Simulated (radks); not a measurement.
# Tc inside a hard spherical wall

Aim: energy, levels and pressure of Tc as a wall, at which all orbitals vanish, closes in. The configuration stays [Kr] 4d5 5s2.

Program: radks (a radial shooting solver on a logarithmic mesh, Libxc functionals) version 1. Level of theory: scalar-relativistic Kohn-Sham, PBE, spin-unpolarised, spherical densities, finite nucleus. These are calculated values, not measurements, unless marked.

### Step 1. Starting point

- element: technetium (Z = 43)
- charge: 0
- electrons: 43
- configuration: [Kr] 4d5 5s2
- nuclear rms radius: 4.4112 fm

Outer shells as boxes (Hund's rule):

Tc
```
[Kr] core
4d [↑ ][↑ ][↑ ][↑ ][↑ ]
5s [↑↓]
```

### Step 2. The free atom

Input:

```text
Z 43
configuration [Kr] 4d5 5s2 5p0 6s0 4f0
relativity scalar-relativistic
functional pbe,pbe
spin unpolarised
nucleus finite rms 4.4112 fm
c 137.035999084
```

Command:

```sh
$ python run_ks.py task.json out
```

This one command runs every case of the session in turn.

### Step 3. Wall at 20 bohr

Settings, as their differences from step 2:

```diff
@@ -6,2 +6,3 @@
 nucleus finite rms 4.4112 fm
+wall 20 bohr
 c 137.035999084
```

### Step 4. Wall at 12 bohr

Settings, as their differences from step 3:

```diff
@@ -6,3 +6,3 @@
 nucleus finite rms 4.4112 fm
-wall 20 bohr
+wall 12 bohr
 c 137.035999084
```

### Step 5. Wall at 10 bohr

Settings, as their differences from step 4:

```diff
@@ -6,3 +6,3 @@
 nucleus finite rms 4.4112 fm
-wall 12 bohr
+wall 10 bohr
 c 137.035999084
```

### Step 6. Wall at 8 bohr

Settings, as their differences from step 5:

```diff
@@ -6,3 +6,3 @@
 nucleus finite rms 4.4112 fm
-wall 10 bohr
+wall 8 bohr
 c 137.035999084
```

### Step 7. Wall at 6 bohr

Settings, as their differences from step 6:

```diff
@@ -6,3 +6,3 @@
 nucleus finite rms 4.4112 fm
-wall 8 bohr
+wall 6 bohr
 c 137.035999084
```

### Step 8. Wall at 5 bohr

Settings, as their differences from step 7:

```diff
@@ -6,3 +6,3 @@
 nucleus finite rms 4.4112 fm
-wall 6 bohr
+wall 5 bohr
 c 137.035999084
```

### Step 9. Wall at 3.5 bohr

Settings, as their differences from step 8:

```diff
@@ -6,3 +6,3 @@
 nucleus finite rms 4.4112 fm
-wall 5 bohr
+wall 3.5 bohr
 c 137.035999084
```

### Step 10. Wall at 3 bohr

Settings, as their differences from step 9:

```diff
@@ -6,3 +6,3 @@
 nucleus finite rms 4.4112 fm
-wall 3.5 bohr
+wall 3 bohr
 c 137.035999084
```

### Step 11. Wall at 2.5 bohr

Settings, as their differences from step 10:

```diff
@@ -6,3 +6,3 @@
 nucleus finite rms 4.4112 fm
-wall 3 bohr
+wall 2.5 bohr
 c 137.035999084
```

### Step 12. Wall at 1.5 bohr

Settings, as their differences from step 11:

```diff
@@ -6,3 +6,3 @@
 nucleus finite rms 4.4112 fm
-wall 2.5 bohr
+wall 1.5 bohr
 c 137.035999084
```

What does the calculation give? Wanted: for each run, R; E − E(free); ε(5s); ε(5p, empty); ε(6s, empty); ε(4f, empty); pressure.

The runs gave:

```csv
R (bohr),E − E(free) (eV),ε(5s) (eV),"ε(5p, empty) (eV)","ε(6s, empty) (eV)","ε(4f, empty) (eV)",pressure (GPa)
free,0.000,-5.043,-1.399,-,-,0
20,0.000,-5.043,-1.399,-,-,< 0.0001
12,0.001,-5.039,-1.363,0.847,3.388,0.000909
10,0.014,-5.010,-1.255,1.859,4.687,0.0137
8,0.138,-4.823,-0.810,4.536,7.111,0.212
6,1.359,-3.683,1.159,12.913,12.300,3.76
5,4.436,-1.577,4.303,23.923,17.442,18.5
3.5,31.459,11.747,21.927,74.382,34.531,318
3,67.178,26.287,39.762,118.75,46.592,1031
2.5,158.98,58.640,77.193,203.76,67.329,4058
1.5,1458.1,374.54,407.94,858.22,205.22,148602
```

**Reading.** At the tightest wall, 1.5 bohr, the energy stands 1458.1 eV above the free atom and the pressure, −dE/dV, is 148602 GPa. Of the levels in the table that exist at both ends, 5p (empty) rises most from the free atom (409.34 eV). From R = 3.5 bohr inwards the highest occupied level lies above zero, pushed up by confinement. Shells are not refilled when levels cross, and a hard wall is a model, not a crystal.
